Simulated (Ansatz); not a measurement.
# SiW3: a tetragonal deformation path

This session takes SiW3 and sets out to follow a tetragonal deformation at fixed volume.

Program: Ansatz 0.2.0. Level of theory: DFT PBEsol, scalar-relativistic, plane waves, PAW. These are calculated values, not measurements.

## 1. The starting structure

The structure is cubic, space group Im-3m (No. 229). Conventional cell: a = 5.154 Å, b = 5.154 Å, c = 5.154 Å, α = 90.00°, β = 90.00°, γ = 90.00°. Si (site symmetry m-3m) has 6 W at 2.58 Å as nearest neighbours. W (site symmetry 4/mmm) is surrounded by 2 Si at 2.58 Å and 4 W at 2.58 Å.

Structure file:

```
CELL_PARAMETERS angstrom
-2.57720 2.57720 2.57720
2.57720 -2.57720 2.57720
2.57720 2.57720 -2.57720
ATOMIC_POSITIONS crystal
Si 0.00000 0.00000 0.00000
W 0.50000 0.50000 0.00000
W 0.50000 0.00000 0.50000
W 0.00000 0.50000 0.50000
```

It goes back to an entry of the Materials Project, which need not be the stable form.

This cell was relaxed beforehand with the same method: volume 17.12 Å³/atom, gap on the mesh none (metal).

## 2. The reference: the undisturbed cell on the scan's mesh

Contents of input.yaml:

```yaml
crystal:
  lattice:
    - [-2.5771952861, 2.5771952861, 2.5771952861]
    - [2.5771952861, -2.5771952861, 2.5771952861]
    - [2.5771952861, 2.5771952861, -2.5771952861]
  atoms:
    - { symbol: Si, position: [0.0, 0.0, 0.0] }
    - { symbol: W, position: [0.5, 0.5, 0.0] }
    - { symbol: W, position: [0.5, 0.0, 0.5] }
    - { symbol: W, position: [0.0, 0.5, 0.5] }
basis:
  ecutwfc: 420
kpoints:
  mp_grid: { grid: [14, 14, 14] }
hamiltonian:
  xc: pbesol
scf:
  occupations: { method: gaussian, width: 0.15 }
output:
  forces: true
  stress: true
  eigenvalues: true
```

Run with:

```bash
> ansatz run input.yaml --threads 1 --pin off --max-ram 2560MiB --backend cpu --events-out ev --progress --plain --runs-dir out
```

The session goes on with these runs: ρ = 0.707; point ρ = 1.414; point ρ = 0.850; point ρ = 1.200; At ρ = 0.780; ρ = 1.300; point ρ = 0.920; point ρ = 1.100; At ρ = 0.650; At ρ = 1.500; ρ = 0.960; ρ = 1.050.

Before running it: what results should come out? Wanted: highest point.

The runs gave:

```
     quantity                         value
highest point  3455.8 meV/atom at ρ = 0.650
```

The undisturbed cell stays the lowest of the sampled points. No sampled point inside the path is a dip, apart from those named. The runs treat W without spin-orbit coupling.
